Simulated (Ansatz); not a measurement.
# Y-Li random alloys: few random alloy cells with their mixing energies from a Python script

A script is to give a few random alloy cells with their mixing energies; the system is Y-Li random alloys.

All numbers are computed with the Python package of Ansatz 0.2.0. Level of theory: DFT PBEsol, plane waves, PAW.

## Step 1: The structure

Y Fm-3m: Symmetry: Fm-3m, No. 225, cubic system. The conventional cell has a = 5.090 Å, b = 5.090 Å, c = 5.090 Å, α = 90.00°, β = 90.00°, γ = 90.00°. Y (site symmetry m-3m) is surrounded by 12 Y at 3.60 Å.

Li Fm-3m: Symmetry: Fm-3m, No. 225, cubic system. The conventional cell has a = 4.420 Å, b = 4.420 Å, c = 4.420 Å, α = 90.00°, β = 90.00°, γ = 90.00°. Li (site symmetry m-3m) has 12 Li at 3.13 Å as nearest neighbours.

Li3Y5 R-3m: It takes space group R-3m (No. 166, trigonal). The conventional cell has a = 6.843 Å, b = 6.843 Å, c = 16.762 Å, α = 90.00°, β = 90.00°, γ = 120.00°. Li (site symmetry 2/m) has 8 Y at 3.42 Å and 4 Li at 3.42 Å as nearest neighbours. Y (site symmetry -3m) has 6 Li at 3.42 Å and 6 Y at 3.42 Å as nearest neighbours. Around Y (site symmetry 2/m) lie 4 Li at 3.42 Å and 8 Y at 3.42 Å. Only part of the 4 independent sites is listed.

LiY Imma: It takes space group Imma (No. 74, orthorhombic). The conventional cell has a = 6.725 Å, b = 9.510 Å, c = 6.725 Å, α = 90.00°, β = 90.00°, γ = 90.00°. Y (site symmetry 2/m) is surrounded by 4 Y at 3.36 Å and 8 Li at 3.36 Å. Li (site symmetry 2/m) is surrounded by 6 Y at 3.36 Å and 6 Li at 3.36 Å. Around Li (site symmetry 2/m) lie 8 Y at 3.36 Å and 4 Li at 3.36 Å. Only part of the 4 independent sites is listed.

The script holds or builds the structure itself.

## Step 2: The code

run_random_alloy.py

```python
'''Random Y-Li cells of 8 mixed sites, after relaxing atoms and volume at fixed cell shape.'''

from collections import Counter
import warnings

import ansatz
import numpy as np


def fcc(a_site, a):
    return (
        ansatz.Lattice.fcc(a)
        .space_group(225)
        .atom(a_site, (0, 0, 0))
        .primitive()
    )

A_FIRST, A_LAST = 5.09, 4.42


def solve(name, crystal):
    calc = (
        crystal.calculation()
        .accuracy('medium')
        .basis(18 * ansatz.Ha, xc_grid=2)
        .functional('pbesol')
        .scf(tolerance=1e-09, self_checks='low')
        .kpoints(spacing=0.26)
        .occupations('gaussian', width=0.05)
        .band_table()
    )
    calc = calc.relax(force_tolerance=0.01, fix_cell=['shape'])
    return calc.run(threads=1, pin='off')


def volume_per_atom(outcome):
    return abs(np.linalg.det(outcome.lattice.cell_ang)) / len(outcome.lattice.sites)


def counts(outcome):
    return Counter(site.symbol for site in outcome.lattice.sites)

warnings.simplefilter('ignore', ansatz.DeckWarning)

phases = {'Y': fcc('Y', A_FIRST), 'Li': fcc('Li', A_LAST)}
for k in [3, 4]:
    a = A_FIRST + (A_LAST - A_FIRST) * k / 8
    supercell = fcc('Y', a).supercell(2).resolved()
    for seed in [56]:
        drawn = supercell.site_disorder().occupy('Y', Y=8 - k, Li=k).random(seed=seed)
        phases[f'Y{8 - k}Li{k} seed {seed}'] = drawn.crystal

done = {name: solve(name, crystal) for name, crystal in phases.items()}

# x is the share of the second element on the mixed sites; both end members stand on this same lattice
x = {name: counts(o)['Li'] / (counts(o)['Y'] + counts(o)['Li']) for name, o in done.items()}
first, last = min(x, key=x.get), max(x, key=x.get)
energy = {name: o.report['energy_sigma0_ev'] / len(o.lattice.sites) for name, o in done.items()}
volume = {name: volume_per_atom(o) for name, o in done.items()}
rows = []
for name in sorted(done, key=x.get):
    line = lambda table: (1 - x[name]) * table[first] + x[name] * table[last]
    rows.append((name, x[name], 1000 * (energy[name] - line(energy)), volume[name], 100 * (volume[name] / line(volume) - 1)))
print('      cell       x(Li)  E_mix (meV/atom)  V (A^3/atom)  excess V (%)')
for row in rows:
    print(f'{str(row[0]):>10}  {row[1]:10.3f}  {row[2]:+16.1f}  {row[3]:12.3f}  {row[4]:+12.2f}')
```

## Step 3: Running it

Started as:

```console
$ python run_random_alloy.py
```

**Question.** What results will this script give? Wanted: energy of Li3Y5; energy of LiY.

As calculated:

```
                                 quantity         value
                            runs compared             4
energy of Li3Y5 (run 3) from the elements  186 meV/atom
  energy of LiY (run 4) from the elements  215 meV/atom
```

What this shows: No cell tried lies below the elements: the best, Li3Y5, is 186 meV/atom above them. Temperature and entropy of mixing are left out. The dearest, run 4 (LiY (8 atoms)), took some 30 times as long as run 2 (Li (1 atom)). In run 1, over 2 moves the cell shrank by 6.4 % in volume, and the space group stayed Fm-3m. In run 2, the volume shrank by 6.6 % over 2 moves, and the space group stayed Fm-3m. Reading the output:
- The program warned that this SCF threshold is loose for forces or stresses.
- Atoms and volume are relaxed with the cell's shape held, which in cells of lower than cubic symmetry can hide stresses and shift volumes.
- Cells of eight mixed sites are far from the random limit, and both end members stand on the same lattice, which need not be their own. Differences under about 40 meV an atom lie within the error of mesh and functional.
- The cells are prototypes set up for this calculation and needn't exist.
